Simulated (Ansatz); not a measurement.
# BeRu in Ansatz: convergence with k mesh

BeRu:

```
Be Ru
1.0
     2.28835    0.00000    0.00000
     0.00000    2.28835    0.00000
     0.00000    0.00000    3.78292
Be Ru
1 1
Direct
  0.50000 0.50000 0.00000
  0.50000 0.50000 0.50000
```

The cell was built by a generator and needn't be a form met in nature.

* Program: Ansatz 0.2.0
* Task: convergence study
* Functional: LDA
* Potentials or basis: Ansatz PAW
* Cutoff: 420 eV (not typed: the program's choice for these potentials)
* k mesh: 4 × 4 × 2
* Occupations: fermi-dirac, width 0.05 eV
* Spin: spin-orbit coupling, no magnetisation

These are the settings of the first run; the series varies k mesh, with any setting tied to it.

Hardware: 2 threads of Arm Neoverse V1 (shared host).

Task: The values tried are 4 × 4 × 2, 4 × 4 × 3, 5 × 5 × 4, 7 × 7 × 4, 8 × 8 × 5, 10 × 10 × 6, 13 × 13 × 8, 16 × 16 × 10, 19 × 19 × 12, loosest first. From which on does the energy stay within 1 meV/atom of the tightest run that finished?

Result: From 16 × 16 × 10 on.

| k mesh | energy less the tightest run, at zero smearing (meV/atom) | pressure (GPa) | SCF cycles | CPU time (s) | peak memory (GiB) |
| --- | --- | --- | --- | --- | --- |
| 4 × 4 × 2 | -114.41 | 81.87 | 10 | 1.8 | 0.3 |
| 4 × 4 × 3 | 56.66 | 86.58 | 9 | 1.7 | 0.3 |
| 5 × 5 × 4 | -86.10 | 80.70 | 8 | 2 | 0.31 |
| 7 × 7 × 4 | 33.99 | 82.13 | 8 | 2.9 | 0.33 |
| 8 × 8 × 5 | -28.73 | 80.84 | 9 | 4.6 | 0.35 |
| 10 × 10 × 6 | 12.82 | 81.06 | 7 | 7 | 0.38 |
| 13 × 13 × 8 | 5.80 | 80.96 | 8 | 11 | 0.42 |
| 16 × 16 × 10 | -0.30 | 81.11 | 8 | 24 | 0.51 |
| 19 × 19 × 12 | 0.00 | 81.31 | 8 | 31 | 0.59 |

Not settled before the last step: the pressure (to 0.1 GPa). Meshes of other sizes hit other points, so gaps and Fermi surfaces needn't settle smoothly. The tightest run that finished is the yardstick and may itself not be fully converged.

Caveat, for the tightest run too: a pressure of tens of GPa on the cell as given is suspect, and the run, the potentials or the cell itself is likely at fault; the PAW data sets come from PBE, with cores solved anew for the run's functional, which leaves a small shift of forces and pressure.
